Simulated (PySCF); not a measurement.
**BCl2F (SMILES FB(Cl)Cl): M06-2X/6-31+G(d) (spherical functions)**

Aim: the vertical ionisation energy of BCl2F at M06-2X/6-31+G* (spherical functions), from 2 runs. The job is set up through a Python script.

The results are computed with PySCF 2.14.0.

## 1. The structure to begin with

BCl2F: 4 atoms, total charge 0, spin state singlet. SMILES: `FB(Cl)Cl`. Geometry: relaxed at PBE0-D4/def2-TZVP.

Bond lengths: F1–B2 1.310 Å, B2–Cl3 1.739 Å, B2–Cl4 1.739 Å. Angles: F1–B2–Cl3 119.3°, F1–B2–Cl4 119.3°, Cl3–B2–Cl4 121.5°.

## 2. The energy at M06-2X/6-31+G(d) (spherical functions)

calc.py

```python
# FB(Cl)Cl
from pyscf import gto, dft

mol = gto.Mole()
mol.atom = [
    ('F', (0.114370, -1.165320, -0.781190)),
    ('B', (0.007910, -0.080610, -0.054040)),
    ('Cl', (-1.549540, 0.373780, 0.571420)),
    ('Cl', (1.427260, 0.872140, 0.263810)),
]
mol.spin = 0
mol.verbose = 3
mol.max_memory = 1860
mol.charge = 0
mol.basis = '6-31+g*'
mol.build()

mf = dft.RKS(mol)
mf.xc = 'm06-2x'
mf.grids.level = 4
mf.conv_tol = 1e-10
mf.kernel()
if not mf.converged:
    mf = mf.newton().run(mf.mo_coeff, mf.mo_occ)

e_tot = mf.e_tot
print('E = %.10f Eh' % e_tot)
```

Started as:

```
$ OMP_NUM_THREADS=1 python calc.py
```

What it wrote:

```text
converged SCF energy = -1045.1198954441
E = -1045.1198954441 Eh
```

Wall time 13 s (1 thread of Arm Neoverse V1, shared host); peak memory 0.43 GiB.

## 3. The doublet cation, same level

run.py

```python
from pyscf import gto, dft

mol = gto.M(
    atom=[
    ('F', (0.114370, -1.165320, -0.781190)),
    ('B', (0.007910, -0.080610, -0.054040)),
    ('Cl', (-1.549540, 0.373780, 0.571420)),
    ('Cl', (1.427260, 0.872140, 0.263810)),
],
    spin=1,
    verbose=4,
    max_memory=1860,
    charge=1,
    basis='6-31+g*',
)

mf = dft.UKS(mol, xc='m06-2x')
mf.grids.level = 4
mf.conv_tol = 1e-10
mf.kernel()
if not mf.converged:
    mf = mf.newton().run(mf.mo_coeff, mf.mo_occ)

e_tot = mf.e_tot
print('E = %.10f Eh' % e_tot)
```

Started as:

```
$ OMP_NUM_THREADS=1 python run.py
```

What it wrote:

```text
PySCF version 2.14.0

[INPUT] num. atoms = 4
[INPUT] num. electrons = 47
[INPUT] charge = 1
[INPUT] spin (= nelec alpha-beta = 2S) = 1
[INPUT] symmetry False subgroup None
[INPUT] Mole.unit = angstrom
[INPUT] Symbol           X                Y                Z      unit          X                Y                Z       unit  Magmom
[INPUT]  1 F      0.114370000000  -1.165320000000  -0.781190000000 AA    0.216127976867  -2.202135647478  -1.476235151249 Bohr   0.0
[INPUT]  2 B      0.007910000000  -0.080610000000  -0.054040000000 AA    0.014947733645  -0.152330822901  -0.102120799771 Bohr   0.0
[INPUT]  3 Cl    -1.549540000000   0.373780000000   0.571420000000 AA   -2.928206219059   0.706341830840   1.079827302099 Bohr   0.0
[INPUT]  4 Cl     1.427260000000   0.872140000000   0.263810000000 AA    2.697130508547   1.648105742278   0.498528648922 Bohr   0.0

nuclear repulsion = 181.669072871547
number of shells = 36
number of NR pGTOs = 172
number of NR cGTOs = 80
basis = 6-31+g*
ecp = {}

******** <class 'pyscf.dft.uks.UKS'> ********
method = UKS
initial guess = minao
damping factor = 0
level_shift factor = 0
DIIS = <class 'pyscf.scf.diis.CDIIS'>
diis_start_cycle = 1
diis_space = 8
diis_damp = 0
SCF conv_tol = 1e-10
SCF conv_tol_grad = None
SCF max_cycles = 50
direct_scf = True
direct_scf_tol = 1e-13
number electrons alpha = 24  beta = 23
XC library pyscf.dft.libxc version 7.0.0
    S. Lehtola, C. Steigemann, M. J.T. Oliveira, and M. A.L. Marques.,  SoftwareX 7, 1–5 (2018)
XC functionals = m06-2x
    Y. Zhao and D. G. Truhlar.,  Theor. Chem. Acc. 120, 215 (2008)
    Y. Zhao and D. G. Truhlar.,  Theor. Chem. Acc. 120, 215 (2008)
radial grids:
    Treutler-Ahlrichs [JCP 102, 346 (1995); DOI:10.1063/1.469408] (M4) radial grids

becke partition: Becke, JCP 88, 2547 (1988); DOI:10.1063/1.454033
pruning grids: <function nwchem_prune>
grids dens level: 4
symmetrized grids: False
atomic radii adjust function: <function treutler_atomic_radii_adjust>
small_rho_cutoff = 0
Set gradient conv threshold to 1e-05
tot grids = 114320
init E= -1045.62764689815
[... the frontier-level lines of each cycle are left out ...]


cycle= 1 E= -1044.58777514508  delta_E= 1.04  |g|= 0.379  |ddm|= 1.59
cycle= 2 E= -1044.59199514337  delta_E= -0.00422  |g|= 0.453  |ddm|= 0.915
cycle= 3 E= -1044.66742635859  delta_E= -0.0754  |g|= 0.0562  |ddm|= 0.375
cycle= 4 E= -1044.66855420752  delta_E= -0.00113  |g|= 0.0151  |ddm|= 0.0746
cycle= 5 E= -1044.66868371214  delta_E= -0.00013  |g|= 0.0054  |ddm|= 0.0376
cycle= 6 E= -1044.66870423039  delta_E= -2.05e-05  |g|= 0.000992  |ddm|= 0.011
cycle= 7 E= -1044.66870618846  delta_E= -1.96e-06  |g|= 0.000368  |ddm|= 0.004
cycle= 8 E= -1044.66870659669  delta_E= -4.08e-07  |g|= 0.000142  |ddm|= 0.00169
cycle= 9 E= -1044.66870669203  delta_E= -9.53e-08  |g|= 6.43e-05  |ddm|= 0.000776
cycle= 10 E= -1044.66870671785  delta_E= -2.58e-08  |g|= 3.56e-05  |ddm|= 0.000434
cycle= 11 E= -1044.66870672495  delta_E= -7.11e-09  |g|= 1.98e-05  |ddm|= 0.000289
cycle= 12 E= -1044.66870672561  delta_E= -6.6e-10  |g|= 1.18e-05  |ddm|= 7.81e-05
cycle= 13 E= -1044.66870672582  delta_E= -2.05e-10  |g|= 2.95e-06  |ddm|= 4.31e-05
cycle= 14 E= -1044.66870672583  delta_E= -1.32e-11  |g|= 1.86e-06  |ddm|= 1.25e-05
Extra cycle  E= -1044.66870672583  delta_E= -9.09e-13  |g|= 2.24e-06  |ddm|= 3.75e-06
converged SCF energy = -1044.66870672583  <S^2> = 0.75678989  2S+1 = 2.0067784
E = -1044.6687067258 Eh
```

It took 36 s on 1 thread of Arm Neoverse V1, shared host; peak memory 0.43 GiB.

## 4. Outcome

At M06-2X/6-31+G* (spherical functions):

| quantity | value |
| --- | --- |
| singlet BCl2F: total energy | -1045.11990 Eh |
| singlet BCl2F: dipole moment | 0.18 D |
| singlet BCl2F: HOMO energy | -10.86 eV |
| singlet BCl2F: LUMO energy | -0.13 eV |
| singlet BCl2F: HOMO–LUMO gap | 10.73 eV |
| doublet cation: total energy | -1044.66871 Eh |
| doublet cation: HOMO energy (highest over α and β) | -17.66 eV |
| doublet cation: LUMO energy (lowest over α and β) | -13.80 eV |
| doublet cation: ⟨S²⟩ | 0.757 |
| vertical ionisation energy (to the doublet cation) | 12.277 eV |

In words: The vertical ionisation energy comes to 12.28 eV (1185 kJ/mol). −ε(HOMO) before ionisation, 10.86 eV, is 1.42 eV below this ionisation energy. Mulliken charges (singlet BCl2F) run from -0.24 on F1 to +0.33 on B2; in a basis this large or diffuse they mean little. Mulliken charges (doublet cation) run from -0.17 on F1 to +0.45 on Cl3; in a basis this large or diffuse they mean little.
